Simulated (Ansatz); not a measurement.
Crystal: In3As.

```
In As
1.0
     4.67168    0.00000    0.00000
     0.00000    4.67168    0.00000
     0.00000    0.00000    4.67168
In As
3 1
Direct
  0.50000 0.50000 0.00000
  0.50000 0.00000 0.50000
  0.00000 0.50000 0.50000
  0.00000 0.00000 0.00000
```

The cell comes from a database or a generator and needn't be the stable form of this composition.

```yaml
Program: Ansatz 0.2.0
Task: single point
Functional: PBE
Potentials_or_basis: Ansatz PAW
Cutoff: "420 eV (not typed: the program's choice for these potentials)"
k_mesh: 6 × 6 × 6
Occupations: fermi-dirac, width 0.05 eV
Spin: no spin polarisation
```

On this cell: pressure 0.6 GPa; largest force zero by symmetry; band gap on the k mesh none (metal or under the smearing width).

The same run follows on a disturbed copy (atoms moved at random, drawn with an rms of 0.05 Å):

```
CELL_PARAMETERS angstrom
4.67168 0.00000 0.00000
0.00000 4.67168 0.00000
0.00000 0.00000 4.67168
ATOMIC_POSITIONS crystal
In 0.50287 0.49799 0.99110
In 0.49374 0.98827 0.49555
In 0.99021 0.49748 0.51025
As 0.99893 0.00834 0.99706
```

**Question.** What changes?

**Answer.** The energy (extrapolated to zero smearing) moves by +1.6 meV/atom; pressure 0.6 GPa; largest force 0.197 eV/Å; band gap on the k mesh none (metal or under the smearing width).

Forces on the atoms (eV/Å):
```
In  -0.078 -0.074  0.165
In  -0.052  0.074 -0.075
In   0.095 -0.072 -0.111
As   0.034  0.072  0.021
```

Stress tensor (GPa, compression positive):
```
 0.66 -0.03 -0.06
-0.03  0.61 -0.04
-0.06 -0.04  0.66
```
